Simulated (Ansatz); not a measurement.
# ClF2H3W: the cost of one run

Program: Ansatz 0.2.0. Level of theory: RKS PBE/def2-SVP. These are calculated values, not measurements.

### Step 1. The system as given

Bond lengths: W1–Cl2 2.390 Å, W1–F3 1.850 Å, W1–H4 1.720 Å, W1–H5 1.720 Å, W1–F6 1.850 Å, W1–H7 1.720 Å. Angles (14 of 15 angles, heavy atoms first): Cl2–W1–F3 90.0°, Cl2–W1–F6 90.0°, F3–W1–F6 90.0°, Cl2–W1–H4 90.0°, Cl2–W1–H5 90.0°, Cl2–W1–H7 180.0°, F3–W1–H4 90.0°, F3–W1–H5 180.0°, F3–W1–H7 90.0°, H4–W1–F6 180.0°, H5–W1–F6 90.0°, F6–W1–H7 90.0°, H4–W1–H5 90.0°, H4–W1–H7 90.0°.

As a file:

```xyz
7

W     0.0000    0.0000    0.0000
Cl    0.0000    0.0000    2.3900
F     1.8500    0.0000    0.0000
H     0.0000    1.7200    0.0000
H    -1.7200    0.0000    0.0000
F     0.0000   -1.8500    0.0000
H     0.0000    0.0000   -1.7200
```

### Step 2. Preparing the start

The input, input.yaml:

```yaml
crystal:
  periodic: [false, false, false]
  atoms:
    - { symbol: W, position_ang: [0.0, 0.0, 0.0] }
    - { symbol: Cl, position_ang: [0.0, 0.0, 2.39] }
    - { symbol: F, position_ang: [1.85, 0.0, 0.0] }
    - { symbol: H, position_ang: [0.0, 1.72, 0.0] }
    - { symbol: H, position_ang: [-1.72, 0.0, 0.0] }
    - { symbol: F, position_ang: [0.0, -1.85, 0.0] }
    - { symbol: H, position_ang: [0.0, 0.0, -1.72] }
basis:
  gaussian: { orbitals: def2-SVP }
hamiltonian:
  xc: pbe
relax:
  f_tol: 0.02
  max_steps: 40
output:
  orbitals: {}
```

Launch:

```bash
$ ansatz run input.yaml --threads 1 --pin off --max-ram 2048MiB --backend cpu --events-out ev --progress --plain --runs-dir out
```

**Question.** How long does this run take on 1 thread of Intel Xeon 6975P-C (Granite Rapids), shared host, and how much memory does it need?

About 19 s, with a peak of 0.14 GiB.
